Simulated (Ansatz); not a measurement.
# Ga2F (doublet): the correlation ladder at a displaced geometry (v2), cc-pVDZ

The task here is to estimate one member of a computed series from the others.

Program: Ansatz 0.2.0, Gaussian basis. Level of theory: cc-pVDZ, core rule «outside noble gas», up to 29 orbitals frozen. These are calculated values, not measurements.

Plan: UHF; CCSD(T) on ROHF; CCSD(T) on UHF; BCCD(T) on ROHF; CISD; CCSDT(Q) on ROHF; CCSDT(Q) on UHF.

29 further runs of the same task are left out: 8 for a known fault of the program, 10 that didn't finish, 11 set aside as unsound or not needed.

### The geometry

The geometry is a PBE0/def2-TZVP stationary point (not a proven minimum) with its atoms shifted at random (size 0.100 Å). No spin-orbit coupling is included. The filled d shell of Ga may be among the frozen orbitals whatever the setting's name suggests; the logs give the count.

3 atoms, charge 0, spin multiplicity 2.

Atoms are counted from 1 here; the program's logs count them from 0.

Bond lengths: F1–Ga2 2.044 Å, F1–Ga3 2.006 Å. Angles: Ga2–F1–Ga3 90.4°.

Set-up of the first run:

Contents of in.yaml:

```yaml
crystal:
  periodic: [false, false, false]
  atoms:
    - {symbol: F, position_ang: [0.111388, -1.250708, -0.006604]}
    - {symbol: Ga, position_ang: [-0.053486, 0.186611, 1.437963]}
    - {symbol: Ga, position_ang: [0.023134, 0.154187, -1.436163]}
basis:
  gaussian: {orbitals: cc-pVDZ}
magnetization: {spin_polarized: true, initial_magnetization: 1}
hamiltonian: {xc: hf}
output: {orbitals: {seedname: orbitals}}
```

Launch:

```sh
> ansatz run in.yaml --threads 1 --pin off --events-out ev --progress --plain --max-ram 2393MiB
```

Among the steps run: UHF; CCSD(T) on ROHF; CCSD(T) on UHF; BCCD(T) on ROHF; CISD; CCSDT(Q) on ROHF; CCSDT(Q) on UHF.

One of the session's tables, all rows but one given; the rest of the session is left out.

It belongs to the step «Misses and costs». 

```
   method  from UCCSDT(Q) (kJ/mol)
     ROHF                   +820.0
      UHF                   +805.9
     RMP2                    +84.5
     UMP2                    +86.9
    RCCSD                    +24.2
    UCCSD                    +23.6
 RCCSD(T)                     +4.6
 UCCSD(T)                     +4.5
  BCCD(T)                     +3.9
   RCCSDT                     +2.2
   UCCSDT                        ?
RCCSDT(Q)                     +0.7
UCCSDT(Q)                        0
```

Q: Estimate the row for UCCSDT from the others.

As computed: from UCCSDT(Q) (kJ/mol): +2.0. In the column «from UCCSDT(Q) (kJ/mol)» it lies between RCCSDT(Q) (+0.7) and RCCSDT (+2.2).

Not comparable, so not listed: CISD (they don't share determinant, frozen orbitals or solution with the rows shown, or repeat one).

Limits of these values: Restricted and unrestricted rows rest on different reference determinants; where their highest levels disagree by more than a few hundredths of an eV, they describe different states and don't form one ladder.
